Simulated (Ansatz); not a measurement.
A first try at a ladder of methods at one geometry of H₄O₂SSi, SMILES O[SiH](O)S, using Ansatz's Python interface.

The script reads `h4o2ssi.xyz`:
```text
8

O    -0.60570    1.08960   -0.75310
Si    0.20580    0.28310    0.35400
O     1.44920   -0.42410   -0.42560
S    -0.99260   -1.23140    1.07610
H    -1.59710    1.21120   -0.57920
H     0.66320    1.19370    1.43630
H     1.68990   -0.06080   -1.28830
H    -0.72050   -2.11850    0.12410
```

Script `methods_h4o2ssi.py`:
```python
"""One geometry of H4O2SSi, method by method."""

import ansatz

system = ansatz.Crystal.molecule_from_extxyz("h4o2ssi.xyz")

setup = system.calculation().basis(gaussian="cc-pVDZ")

methods = ["mp2", "ccsd", "ccsd_t"]
reports = [setup.correlation(m).run(threads=1).report() for m in methods]
print(f"Hartree-Fock reference {reports[0]['reference_energy_ev'] / 27.211386246:.6f} Ha")
best = reports[-1]["free_energy_ev"] - reports[-1]["reference_energy_ev"]
for method, each in zip(methods, reports):
    gained = each["free_energy_ev"] - each["reference_energy_ev"]
    print(f"{method:8s} total {each['free_energy_ev'] / 27.211386246:.6f} Ha  correlation {gained:9.4f} eV  ({100 * gained / best:.1f} % of the last)")
```

```console
$ python methods_h4o2ssi.py
Traceback (most recent call last):
  File "methods_h4o2ssi.py", line 10, in <module>
    reports = [setup.correlation(m).run(threads=1).report() for m in methods]
               ~~~~~~~~~~~~~~~~~~~~~~~~~~~~~~~~~~~~~~~~~~^^
TypeError: 'dict' object is not callable
$ echo $?
1
```

Why does it end like this?

The fault: report is a dict, not a method. The change:

```diff
--- before
+++ after
@@ -9,3 +9,3 @@
 methods = ["mp2", "ccsd", "ccsd_t"]
-reports = [setup.correlation(m).run(threads=1).report() for m in methods]
+reports = [setup.correlation(m).run(threads=1).report for m in methods]
 print(f"Hartree-Fock reference {reports[0]['reference_energy_ev'] / 27.211386246:.6f} Ha")
```

The mended script runs so:

```console
$ python methods_h4o2ssi.py
Hartree-Fock reference -838.631131 Ha
mp2      total -839.235486 Ha  correlation  -16.4453 eV  (92.5 % of the last)
ccsd     total -839.269989 Ha  correlation  -17.3842 eV  (97.8 % of the last)
ccsd_t   total -839.284241 Ha  correlation  -17.7720 eV  (100.0 % of the last)
```

Total energies depend on the basis set; only differences at equal settings carry meaning. The geometry is a force-field or estimated start, not a minimum of this method, and the basis set is short of its limit. A lower total doesn't mark the better method: functionals have no common bound, and MP2 and coupled cluster aren't variational. Inner cores stay frozen, so this is valence correlation. For Al to Cl the sets with a tight d function, cc-pV(X+d)Z, are usual. Finished in 9.4 s on 1 thread of Arm Neoverse V2 (shared host), peak memory 0.31 GiB.

(Lines on the test bed's own set-up are left out of the output.)
